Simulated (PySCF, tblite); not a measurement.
**C3H4ClOSi radical: geometry, infrared bands and EPR parameters**

What infrared bands and EPR parameters should C3H4ClOSi radical (`O=C/C(Cl)=[C]\[SiH3]`) show?

Programs: tblite 0.8.0 and PySCF 2.14.0, with density-fitted response routines of our own. Each step states its level of theory. These are calculated values for one molecule in the gas phase, unless marked as measured. Atoms count from 0, in the outputs and in this text.

### 1 The molecule as given

10 atoms, charge 0, multiplicity 2; geometry from: force field or distance geometry start.

Bonds of the start (Å): O0–C1 1.24, C1–C2 1.45, C2–Cl3 1.74, C2–C4 1.33, C4–Si5 1.84, C1–H6 1.08, Si5–H7 1.47, Si5–H8 1.48, Si5–H9 1.47.

### 2 Optimising the geometry with GFN2-xTB

The job: settings as JSON, then the geometry in Å.

```
{"job": {"kind": "relax", "xc": "GFN2-xTB", "basis": "xTB"}, "charge": 0, "multiplicity": 2}
O      0.410800     1.047100     1.020500
C      1.345000     0.600000     0.330000
C      1.056400    -0.425700    -0.656200
Cl     2.351400    -1.061400    -1.628700
C     -0.166000    -0.892700    -0.879200
Si    -1.556700    -0.220500     0.114700
H      2.330200     0.984200     0.526500
H     -1.342000    -0.398500     1.561800
H     -1.585200     1.231200    -0.185800
H     -2.835000    -0.858900    -0.226100
```

The run is started by

```sh
> OMP_NUM_THREADS=1 python probes_run.py task.json out
```

This one command runs all jobs of the session in turn.

**Question.** This job is followed by: GFN2-xTB harmonic vibrations, gas phase; UKS B3LYP, pcH-1 on C Cl H O Si, non-relativistic, mean-field spin-orbit, GIAO. Predict these results of the whole session: strongest single infrared mode (GFN2-xTB); zero-point energy (GFN2-xTB); g(iso) (B3LYP); ⟨S²⟩; largest a(iso) (averaged by class); surface potential, 1st and 99th percentile.

**Answer**, as computed:

| quantity | value |
| --- | --- |
| strongest single infrared mode (GFN2-xTB) | 759 cm⁻¹, 409 km/mol |
| zero-point energy (GFN2-xTB) | 32.5 kcal/mol |
| g(iso) (B3LYP) | 2.00149 |
| ⟨S²⟩ | 0.763 (exact 0.75) |
| largest a(iso) (averaged by class) | 13C on C4, 256.9 MHz |
| surface potential, 1st and 99th percentile | -1.19 V and 1.26 V |

**Reading.** Relaxing lowered the energy by 0.334 eV in 33 steps; the close pair that moved most is O0–C1, from 1.245 to 1.198 Å. All 24 modes are real, so the xTB geometry is a minimum. The strongest single mode, at 759 cm⁻¹, is spread over several atoms, H9, H7, H8 among them. GFN2-xTB is a fitted tight-binding method: band positions and strengths are rough. Its intensities can rank the bands wrongly. Most of the unpaired spin sits on C4 (0.99 e). The isotropic g lies 0.8 ppt below the free-electron value.
